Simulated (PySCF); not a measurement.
# [Yb(H2O)2]2+: other functionals and bases at one geometry

Aim: see how levels, charges and forces of [Yb(H2O)2]2+ depend on the level of theory. The species was built from a template and needn't be a known compound.

The runs use PySCF 2.14.0; several levels, as the steps say, no spin–orbit coupling.

1 further run of the same task is left out (for a known fault of the program).

### Step 1. The starting structure

7 atoms, charge 2, spin multiplicity 1.

Bond lengths: Yb1–O2 2.389 Å, Yb1–O5 2.389 Å, O2–H3 0.975 Å, O2–H4 0.975 Å, O5–H6 0.975 Å, O5–H7 0.975 Å. Angles: O2–Yb1–O5 180.0°, Yb1–O2–H3 128.3°, Yb1–O2–H4 128.3°, H3–O2–H4 103.4°, Yb1–O5–H6 128.3°, Yb1–O5–H7 128.3°, H6–O5–H7 103.4°.

Geometry (Å):

```tsv
atom	x (Å)	y (Å)	z (Å)
Yb1	0.0000	0.0000	0.0000
O2	0.0000	0.0000	2.3893
H3	0.5410	0.5410	2.9933
H4	-0.5410	-0.5410	2.9933
O5	0.0000	0.0000	-2.3893
H6	0.5410	-0.5410	-2.9933
H7	-0.5410	0.5410	-2.9933
```

Formal oxidation states: Yb +2. Each metal's 14 4f electrons lie in its core potential, so multiplicities, spins and levels count the valence alone. An earlier session relaxed this geometry at PBE0, Yb lcecp-0-SVP with ECP60, O def2-SVP, H def2-SVP (singlet, point group D2d).

At PBE0 on the finer grid: E = -185.038478 Eh, frontier levels not given, since the 4f levels lie in the core, Mulliken charge on Yb1 +1.56 e, largest force component 0.001 eV/Å. 

Levels to run: HF; BLYP; PBE0, TZVP. Hardware: 2 threads of Arm Neoverse V1, shared host.

### Step 2. HF

File run.py (the lines that set the calculation):

```python
mol = gto.M(atom='''
Yb     0.00000     0.00000     0.00000
O      0.00000     0.00000     2.38929
H      0.54096     0.54096     2.99334
H     -0.54096    -0.54096     2.99334
O      0.00000     0.00000    -2.38929
H      0.54096    -0.54096    -2.99334
H     -0.54096     0.54096    -2.99334''',
    basis={'Yb': 'lcecp-0-SVP', 'O': 'def2-SVP', 'H': 'def2-SVP'},
    ecp={'Yb': 'lcecp-0-SVP'},
    charge=2, spin=0)
mf = scf.RHF(mol)
mf = mf.density_fit()  # fitting sets: Yb AutoAux, O def2-universal-JKFIT, H def2-universal-JKFIT
mf.conv_tol = 1e-08; mf.max_cycle = 55
mf.kernel(dm0)  # dm0: the density of the relaxed state
```

On the command line:

```console
OMP_NUM_THREADS=2 python run.py
```

### Step 3. BLYP

Edit run.py (the lines that set the calculation) of step 2 so:

```diff
@@ -11,3 +11,4 @@
     charge=2, spin=0)
-mf = scf.RHF(mol)
+mf = dft.RKS(mol, xc='BLYP')
+mf.grids.atom_grid = (75, 302)  # f atoms: unpruned, at least (60, 302)
 mf = mf.density_fit()  # fitting sets: Yb AutoAux, O def2-universal-JKFIT, H def2-universal-JKFIT
```

### Step 4. PBE0, TZVP

Basis: Yb lcecp-0-TZVP with ECP60, O def2-TZVP, H def2-TZVP. 

File run.py (the lines that set the calculation):

```python
mol = gto.M(atom='''
Yb     0.00000     0.00000     0.00000
O      0.00000     0.00000     2.38929
H      0.54096     0.54096     2.99334
H     -0.54096    -0.54096     2.99334
O      0.00000     0.00000    -2.38929
H      0.54096    -0.54096    -2.99334
H     -0.54096     0.54096    -2.99334''',
    basis={'Yb': 'lcecp-0-TZVP', 'O': 'def2-TZVP', 'H': 'def2-TZVP'},
    ecp={'Yb': 'lcecp-0-TZVP'},
    charge=2, spin=0)
mf = dft.RKS(mol, xc='PBE0')
mf.grids.atom_grid = (75, 302)  # f atoms: unpruned, at least (60, 302)
mf = mf.density_fit()  # fitting sets: Yb AutoAux, O def2-universal-JKFIT, H def2-universal-JKFIT
mf.conv_tol = 1e-08; mf.max_cycle = 55
mf.kernel(dm0)  # dm0: free metal ions and neutral atoms
```

What does the calculation give? Wanted: for each run, charge on Yb1; dipole; largest force.

As calculated:

| level | state | charge on Yb1 (e) | dipole (D) | largest force (eV/Å) | basis functions | time |
| --- | --- | --- | --- | --- | --- | --- |
| PBE0 (relaxed here) | singlet | 1.56 | 0.00 | 0.00 | 79 | 8 s |
| HF | singlet | 1.69 | 0.00 | 1.40 | 79 | 1.5 s |
| BLYP | singlet | 1.47 | 0.00 | 0.62 | 79 | 3.7 s |
| PBE0, TZVP | singlet | 1.77 | 0.00 | 0.34 | 133 | 8.1 s |

Times are on 2 threads of Arm Neoverse V1, shared host; the first row also made further properties. The dipole of a charged species depends on the origin, so these sizes hold for this origin alone.

The largest leftover force, 1.40 eV/Å with HF, stands at a geometry relaxed at another level. The Mulliken charge on Yb spans +1.47 to +1.77 e over the levels. With 4f in the core, its levels are missing from HOMO and gap. Total energies of different levels can't be compared. Spin–orbit coupling is left out throughout.
